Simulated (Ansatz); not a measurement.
**Cobalt, diamond: r²SCAN0 after r²SCAN**

How do the levels and moments change when part of the exchange is made exact, and what does it cost? The cell comes from an earlier r²SCAN relaxation. Exact exchange is dear, so the k-mesh is coarse, and r²SCAN is run on the same mesh for comparison.

Method: DFT, plane waves (500 eV) with PBE-made PAW files, scalar-relativistic; functionals as named at each step, in Ansatz 0.2.0.

### Step 1. The structure to begin with

It takes space group Fd-3m (No. 227, cubic). The conventional cell has a = 5.035 Å, b = 5.035 Å, c = 5.035 Å, α = 90.00°, β = 90.00°, γ = 90.00°. Co (site symmetry -43m) is surrounded by 4 Co at 2.18 Å.

Coordinates:

```xyz
2
Lattice="0.0000 2.5173 2.5173 2.5173 0.0000 2.5173 2.5173 2.5173 0.0000" Properties=species:S:1:pos:R:3 pbc="T T T"
Co    0.6293    0.6293    0.6293
Co    4.4053    4.4053    4.4053
```

Starting moments (μB): +1.92 ×2.

### Step 2. r²SCAN, coarse mesh

The run with r²SCAN.

File input.yaml:

```yaml
crystal:
  lattice:
    - [0.0, 2.5172988708, 2.5172988708]
    - [2.5172988708, 0.0, 2.5172988708]
    - [2.5172988708, 2.5172988708, 0.0]
  atoms:
    - { symbol: Co, position: [0.125, 0.125, 0.125], spin: 1.917 }
    - { symbol: Co, position: [0.875, 0.875, 0.875], spin: 1.917 }
hamiltonian:
  xc: r2scan
  pseudopotentials:
    kind: paw
    azcp:
      Co: "pseudopotentials/Co.paw.azcp"
basis:
  ecutwfc: 500
  fft_grid_basis: typed
kpoints:
  mp_grid: { grid: [6, 6, 6], shift: [0, 0, 0] }
magnetization:
  spin_polarized: true
scf:
  occupations: { method: fermi_dirac, width: 0.1 }
```

Started as:

```sh
ansatz run input.yaml --threads 4 --pin off --max-ram 8192MiB --backend cpu --events-out ev --progress --plain --runs-dir out
```

### Step 3. r²SCAN0, coarse mesh

The run with r²SCAN0.

Edit input.yaml of step 2 so:

```diff
@@ -9,3 +9,3 @@
 hamiltonian:
-  xc: r2scan
+  xc: r2scan0
   pseudopotentials:
```

(Steps that only read results are left out.)

What does the calculation give? Wanted: r²SCAN: gap; r²SCAN: magnetic state; r²SCAN0: gap; r²SCAN0: magnetic state.

**Answer**, as computed:

```
                             quantity                                  value
                          r²SCAN: gap           none (levels filled in part)
               r²SCAN: magnetic state  ferromagnetic, up to 1.90 μB per atom
                         r²SCAN0: gap           none (levels filled in part)
              r²SCAN0: magnetic state  ferromagnetic, up to 2.14 μB per atom
  r²SCAN0: SCF cycles, exchange loops                                  86, 9
r²SCAN0: CPU time over that of r²SCAN                                     21
```

Both r²SCAN and r²SCAN0 leave levels filled in part. The largest moment goes from 1.90 to 2.14 μB; exact exchange favours larger moments in itinerant magnets. r²SCAN0 cost 21 times the CPU time of r²SCAN. r²SCAN0 needed 9 outer loops of the exchange operator. Absolute energies differ from functional to functional, by eV per atom at times, and say nothing by themselves.
